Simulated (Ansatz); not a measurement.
Run this with Ansatz 0.2.0 through its Python package and show what comes out.

Contents of `POSCAR_srmg`:
```text
SrMg
1.0
   4.19031811    0.00000000    0.00000000
   0.00000000    4.19031811    0.00000000
   0.00000000    0.00000000    4.19031811
Sr Mg
1 1
Direct
   0.50000000    0.50000000    0.50000000
   0.00000000    0.00000000    0.00000000
```

Script `slab.py`:
```python
import logging
import sys
import warnings

import ansatz as az
from ase.build import surface
from ase.io import read
import numpy as np

logging.basicConfig(stream=sys.stdout, format="%(levelname)s %(message)s")
log = logging.getLogger("calc")
log.setLevel(logging.INFO)

warnings.simplefilter("ignore", az.DeckWarning)

atoms = read("POSCAR_srmg", format="vasp")
slab = surface(atoms, (0, 1, 0), 2, vacuum=7.0)
slab.pbc = True

print(slab.get_chemical_formula(), "area {:.3f} A^2, cell height {:.2f} A".format(np.linalg.norm(np.cross(slab.cell[0], slab.cell[1])), slab.cell[2, 2]))


def common(structure):
    return (
        az.Crystal.from_ase(structure).calculation()
        .accuracy("medium")
        .basis(420, xc_grid=3)
        .occupations(az.OccupationsMethod.GAUSSIAN, width=0.15)
        .scf(extra_bands=4, lower_state_search="off")
        .functional("lda")
    )


calc = (
    common(slab)
    .kpoints(4, 4, 1)
    .electric_field(axis=3, dipole_correction=True)
    .relax(force_tolerance=0.03, max_steps=30)
)
done = calc.run(threads=1, pin="off")
summary = done.report

log.info(f"slab free energy {summary['free_energy_ev']:.4f} eV, Fermi level {summary['fermi_energy_ev']:.3f} eV")
face = summary["work_function"]
print("work function (eV), upper and lower face:", *(round(face[k], 3) for k in ("phi_plus_ev", "phi_minus_ev") if face.get(k) is not None))
log.info(f"dipole {face['dipole_moment_e_ang']:+.4f} e A")

log.info("atom   z before  z after (A)")
for atom, site in zip(slab, done.lattice.sites):
    log.info(f"{atom.symbol:3s} {atom.z:9.3f} {site.position_ang[2]:9.3f}")
```

```console
$ python slab.py
Mg2Sr2 area 17.559 A^2, cell height 20.29 A
RunWarning: efield: at this solve's end the planar-averaged density reaches 6.73e-5 e/Å³ inside the ramp window [0.9007, 0.0993] (bound 1e-5 e/Å³); the window's nearer edge stands 4.99 Å from this solve's nearest atom along the axis. Its work functions, free [...]
INFO slab free energy -10690.6722 eV, Fermi level 0.518 eV
work function (eV), upper and lower face: 2.744 3.38
INFO dipole +0.0617 e A
INFO atom   z before  z after (A)
INFO Sr      9.095     9.149
INFO Mg      7.000     7.195
INFO Sr     13.285    13.058
INFO Mg     11.190    11.170
```
(Warnings from the package without file and line, shortened, repeats left out.)

Reading the output:
- These settings explore the input space; cutoff and mesh may be short of convergence.
- The density doesn't vanish in the vacuum (a short gap or a low cutoff), which blurs the vacuum level.
- The mesh is modest for a metal, so energies can be off by several to tens of meV an atom and pressures by half a GPa or more; differences at equal mesh fare better.
- Only differences from the Fermi energy are physical; the zero of the scale is a convention.
- The free energy holds a sizeable smearing term, which stands for no physical temperature.
- The structure comes from a database of computed cells and needn't be a stable or known phase.
- The slab is thin and cut from the structure as given; a cut can leave two unlike or polar faces, and the surface energy is then their mean. Miller indices refer to the vectors of the cell as typed, and the lattice isn't relaxed for this functional, so relaxation and surface energy can hold strain.
- The script silences the warnings on its input, which a real study should read.
- Finished in 9.2 s on 1 thread of Intel(R) Xeon(R) 6975P-C (Granite Rapids), with other jobs on the host, peak memory 0.55 GiB.
